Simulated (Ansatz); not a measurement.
# AlBH7NSi: how energies converge with the basis set

One table from this session's results is given with a row withheld; the runs are named, their logs left out.

Computed with Ansatz 0.2.0, Gaussian basis. Level: one geometry, several basis sets.

Levels to be run: PBE0-D4/def2-SVP; ωB97M-V/def2-SVP; PBE0-D4/def2-QZVPP; ωB97M-V/def2-QZVPP; the functionals' def2-TZVPP values are taken from earlier runs.

## The geometry

All runs share one geometry, relaxed beforehand with PBE0-D4 in a triple-zeta def2 set.

11 atoms, charge 0, spin multiplicity 1.

Atoms are counted from 1 here; the program's logs count them from 0.

Bond lengths: B1–Si2 1.859 Å, B1–Al3 2.222 Å, B1–H5 1.195 Å, B1–H6 1.220 Å, Si2–Al3 2.704 Å, Si2–H7 1.487 Å, Si2–H8 1.484 Å, Al3–N4 1.766 Å, Al3–H9 1.582 Å, N4–H10 1.007 Å, N4–H11 1.008 Å. Angles: Si2–B1–Al3 82.5°, Si2–B1–H5 121.0°, Si2–B1–H6 119.6°, Al3–B1–H5 106.7°, Al3–B1–H6 73.4°, H5–B1–H6 118.8°, B1–Si2–Al3 54.6°, B1–Si2–H7 125.1°, B1–Si2–H8 123.9°, Al3–Si2–H7 94.9°, Al3–Si2–H8 118.9°, H7–Si2–H8 110.5°, B1–Al3–Si2 43.0°, B1–Al3–N4 113.7°, B1–Al3–H9 123.4°, Si2–Al3–N4 127.4°, Si2–Al3–H9 109.5°, N4–Al3–H9 118.8° and more.

Geometry (Å):

```xyz
11
charge 0, multiplicity 1
B    -0.81137    1.23837   -0.08477
Si    0.90150    1.63252   -0.69014
Al    0.19579   -0.58725    0.68242
N    -0.46471   -2.08845    0.02845
H    -1.66108    0.87010   -0.84028
H    -1.03246    1.19547    1.11429
H     2.06366    1.95473    0.17965
H     1.33241    1.49558   -2.10352
H     0.98637   -0.63444    2.05245
H    -0.99451   -2.15840   -0.82513
H    -0.45021   -2.97513    0.50698
```

The first run:

Input file in.yaml:

```yaml
crystal:
  periodic: [false, false, false]
  atoms:
    - {symbol: B, position_ang: [-0.811368, 1.238369, -0.084766]}
    - {symbol: Si, position_ang: [0.901497, 1.632522, -0.690144]}
    - {symbol: Al, position_ang: [0.195795, -0.587252, 0.682424]}
    - {symbol: N, position_ang: [-0.464706, -2.088449, 0.028447]}
    - {symbol: H, position_ang: [-1.661085, 0.870100, -0.840280]}
    - {symbol: H, position_ang: [-1.032458, 1.195469, 1.114288]}
    - {symbol: H, position_ang: [2.063660, 1.954731, 0.179646]}
    - {symbol: H, position_ang: [1.332415, 1.495576, -2.103521]}
    - {symbol: H, position_ang: [0.986372, -0.634438, 2.052449]}
    - {symbol: H, position_ang: [-0.994510, -2.158400, -0.825127]}
    - {symbol: H, position_ang: [-0.450213, -2.975129, 0.506984]}
basis:
  gaussian: {orbitals: def2-SVP}
hamiltonian: {xc: pbe0, dispersion: d4}
output: {orbitals: {seedname: orbitals}}
```

Run with:

```sh
$ ansatz run in.yaml --threads 2 --pin off --events-out ev --progress --plain --max-ram 4352MiB
```

Among the steps run: PBE0-D4 in def2-SVP; ωB97M-V in def2-SVP; PBE0-D4 in def2-QZVPP; ωB97M-V in def2-QZVPP.

One of the session's tables, all rows but one given; the rest of the session is left out.

It belongs to the step «Functionals by basis». 

```
functional       basis  HOMO (eV)  LUMO (eV)
   PBE0-D4    def2-SVP      -6.94      -1.94
   PBE0-D4  def2-TZVPP      -6.97      -2.03
   PBE0-D4  def2-QZVPP      -6.98      -2.06
   ωB97M-V    def2-SVP      -8.84      -0.03
   ωB97M-V  def2-TZVPP      -8.89      -0.19
   ωB97M-V  def2-QZVPP          ?          ?
```

Q: Estimate the row for ωB97M-V, def2-QZVPP from the others.

**Answer.** HOMO (eV): -8.91; LUMO (eV): -0.26. In the column «HOMO (eV)» it is the lowest.
